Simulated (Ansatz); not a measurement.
**CoC+ (triplet): from Hartree-Fock to the top rungs, def2-QZVPP**

One table from this session's results is given with a row withheld; the runs are named, their logs left out.

Method: def2-QZVPP, core rule «outside noble gas», up to 10 orbitals frozen; program: Ansatz 0.2.0, Gaussian basis.

To be run: UHF; ROHF; CCSD(T) on UHF.

## What is computed

The geometry is a PBE0/def2-TZVP stationary point (not a proven minimum) of the parent state, kept for this charge and spin.

2 atoms, charge 1, spin multiplicity 3.

Atoms are counted from 1 here; the program's logs count them from 0.

Bond lengths: Co1–C2 1.609 Å.

The first run:

The input, in.yaml:

```yaml
crystal:
  periodic: [false, false, false]
  atoms:
    - {symbol: Co, position_ang: [0.000000, 0.000000, 0.000000]}
    - {symbol: C, position_ang: [0.000000, 0.000000, 1.609200]}
basis:
  gaussian: {orbitals: "def2-QZVPP.json"}
total_charge: 1
magnetization: {spin_polarized: true, initial_magnetization: 2}
hamiltonian: {xc: hf}
output: {orbitals: {seedname: orbitals}}
```

Command:

```bash
$ ansatz run in.yaml --threads 1 --pin off --events-out ev --progress --plain --max-ram 2816MiB --backend cpu
```

Steps of the session up to this table: UHF; ROHF; CCSD(T) on UHF.

One table of the session follows, with a row left open; its other results are not shown here.

| method | from UCCSD(T) (meV) |
| --- | --- |
| ROHF | ? |
| UHF | +13163.5 |
| UMP2 | +3111.4 |
| UCCSD | +1058.7 |
| UCCSD(T) | 0 |

**Question.** Estimate the row for ROHF.

As computed: from UCCSD(T) (meV): +15621.2. In the column «from UCCSD(T) (meV)» it is the highest.

Caveats from the session: The determinant of HF (⟨S²⟩ 3.66) is far from a pure spin state, so its energy mixes those of several spin states; that is harmless only where they are near-degenerate. The determinant of CCSD(T) (⟨S²⟩ 3.66) is far from a pure spin state, so its energy mixes those of several spin states; high orders of coupled cluster remove much of that, low ones don't. Warnings: spin contamination; coupled cluster took another determinant than the lowest.
